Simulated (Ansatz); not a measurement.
# Gd2TeO2: the cost of one run

Computed with Ansatz 0.2.0 (DFT PBEsol without U, plane waves, PAW, no spin–orbit coupling unless a run says so, unless a step's input says otherwise).

1 further run of the same task is left out (it didn't finish).

## (1) Starting point

Symmetry: I4/mmm, No. 139, tetragonal system. Conventional cell: a = 3.955 Å, b = 3.955 Å, c = 12.576 Å, α = 90.00°, β = 90.00°, γ = 90.00°. Around Gd (site symmetry 4mm) lie 4 O at 2.29 Å. O (site symmetry -4m2) has 4 Gd at 2.29 Å as nearest neighbours. Te (site symmetry 4/mmm) is surrounded by 8 Gd at 3.43 Å.

Coordinates:

```cif
data_structure
_symmetry_space_group_name_H-M 'P 1'
_symmetry_Int_Tables_number 1
_cell_length_a 6.8818
_cell_length_b 6.8818
_cell_length_c 6.8818
_cell_angle_alpha 146.600
_cell_angle_beta 146.600
_cell_angle_gamma 47.957
_cell_volume 98.36
loop_
_atom_site_label
_atom_site_type_symbol
_atom_site_fract_x
_atom_site_fract_y
_atom_site_fract_z
_atom_site_occupancy
Gd1 Gd 0.34200 0.34200 0.00000 1
Gd2 Gd 0.65800 0.65800 0.00000 1
O1 O 0.75000 0.25000 0.50000 1
O2 O 0.25000 0.75000 0.50000 1
Te1 Te 0.00000 0.00000 0.00000 1
```

An earlier series on this cell reached its lowest free state from «ferrimagnetic site moments held at first, then free», perhaps among other starts.

## (2) Canted directions held, 30°

File input.yaml:

```yaml
crystal:
  lattice:
    - [-1.97755308, 1.97755308, 6.28785082]
    - [1.97755308, -1.97755308, 6.28785082]
    - [1.97755308, 1.97755308, -6.28785082]
  atoms:
    - { symbol: Gd, position: [0.342, 0.342, 0.0], spin: 7.0, spin_axis: [0.0, 0.0, 1.0] }
    - { symbol: Gd, position: [0.658, 0.658, 0.0], spin: 7.0, spin_axis: [0.5, 0.0, 0.866025] }
    - { symbol: O, position: [0.75, 0.25, 0.5] }
    - { symbol: O, position: [0.25, 0.75, 0.5] }
    - { symbol: Te, position: [0.0, 0.0, 0.0] }
basis:
  ecutwfc: 420
  ecutrho_ratio: 4
kpoints:
  mp_grid: { grid: [7, 7, 7] }
hamiltonian:
  xc: pbesol
scf:
  occupations: { method: gaussian, width: 0.05 }
  lower_state_search: "off"
  max_iter: 150
output:
  forces: true
  stress: true
  eigenvalues: true
  populations: true
  hubbard: { sites: [{ site: 0, l: f }, { site: 1, l: f }] }
  write_density: true
  write_potential: true
  elf: true
  volumetric_format: npy
magnetization:
  noncollinear: true
  spin_orbit: false
  spin_locking: { lock_directions: true }
```

The lock stays on to the end, so the result is a constrained state. Spins may be non-collinear here, without spin–orbit coupling.

Run with:

```sh
$ ansatz run input.yaml --threads 4 --pin off --max-ram 6144MiB --backend cpu --events-out ev --progress --plain --runs-dir out
```

Q: Estimate wall time and peak memory on 4 threads of Intel Xeon at 2.50GHz (Skylake/Cascade Lake), shared host.

About 2.8 min, with a peak of 1.1 GiB.
